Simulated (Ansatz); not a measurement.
# CrCd3S4: the cost of one run

Program: Ansatz 0.2.0. Level of theory: DFT PBE, PAW, plane waves, scalar-relativistic. These are calculated values, not measurements.

## Step 1: The starting structure

Symmetry: P1, No. 1, triclinic system. Conventional cell: a = 5.810 Å, b = 5.810 Å, c = 5.810 Å, α = 90.00°, β = 90.00°, γ = 90.00°. Cr (site symmetry 1) is surrounded by 4 S at 2.52 to 2.59 Å. Around S (site symmetry 1) lie 3 Cd at 2.48 to 2.55 Å and 1 Cr at 2.54 Å. Around Cd (site symmetry 1) lie 4 S at 2.50 to 2.55 Å. Around S (site symmetry 1) lie 3 Cd at 2.45 to 2.50 Å and 1 Cr at 2.59 Å. Around Cd (site symmetry 1) lie 4 S at 2.48 to 2.59 Å. S (site symmetry 1) is surrounded by 3 Cd at 2.43 to 2.59 Å and 1 Cr at 2.52 Å. Around Cd (site symmetry 1) lie 4 S at 2.43 to 2.53 Å. Around S (site symmetry 1) lie 3 Cd at 2.49 to 2.53 Å and 1 Cr at 2.56 Å.

As a file:

```xyz
8
Lattice="5.8100 0.0000 0.0000 0.0000 5.8100 0.0000 0.0000 0.0000 5.8100" Properties=species:S:1:pos:R:3 pbc="T T T"
Cr    5.7986    0.0379    0.0567
S     1.5302    1.4400    1.5098
Cd    0.0001    2.9482    2.8824
S     1.4634    4.2939    4.4044
Cd    2.8781    5.7646    2.9645
S     4.3850    1.5077    4.3944
Cd    2.9059    2.8635    5.7696
S     4.2817    4.3473    1.4768
```

Atoms are counted from 1 in the order of input.yaml (S8 and so on).

First come: usual moment, plain SCF; no spin polarisation; spin on, no moments given (the program may seed its own), plain SCF. What is tried next depends on their ends.

A plain SCF has the search for lower states switched off and ends at the first converged state. The default search runs further SCF cycles only where the state itself hints at a lower one. The standard and full searches may also try other magnetic orders and fillings, and need not reach the lowest state. With a search on, the program may also reshape the start on open shells. 

Site moments are integrals over atomic spheres and don't add up to the total.

## Step 2: Usual moment, plain SCF

Contents of input.yaml:

```yaml
crystal:
  lattice:
    - [5.81, 0.0, 0.0]
    - [0.0, 5.81, 0.0]
    - [0.0, 0.0, 5.81]
  atoms:
    - { symbol: Cr, position: [0.99803689, 0.00652869, 0.00976487], spin: 3.0 }
    - { symbol: S, position: [0.26337472, 0.24785374, 0.25985692] }
    - { symbol: Cd, position: [2.498e-05, 0.50743795, 0.49611572] }
    - { symbol: S, position: [0.25187299, 0.73904652, 0.75806569] }
    - { symbol: Cd, position: [0.49537554, 0.99218922, 0.51023394] }
    - { symbol: S, position: [0.75473823, 0.25950064, 0.75635219] }
    - { symbol: Cd, position: [0.50015064, 0.49285546, 0.99303969] }
    - { symbol: S, position: [0.73695581, 0.74824398, 0.25418409] }
magnetization:
  spin_polarized: true
hamiltonian:
  xc: pbe
  pseudopotentials: { kind: paw }
basis:
  ecutwfc: 420
kpoints:
  mp_grid: { grid: [3, 3, 3] }
scf:
  occupations: { method: gaussian, width: 0.01 }
  lower_state_search: "off"
output:
  forces: true
  stress: true
  write_density: true
  write_potential: true
  elf: true
  volumetric_format: npy
```

The run is started by

```console
$ ansatz run input.yaml --threads 4 --pin off --max-ram 9216MiB --backend cpu --events-out ev --progress --plain --runs-dir out
```

**Question.** How long does this run take on 4 threads of Arm Neoverse V2, shared host, and how much memory does it need?

About 13 s, with a peak of 0.71 GiB.
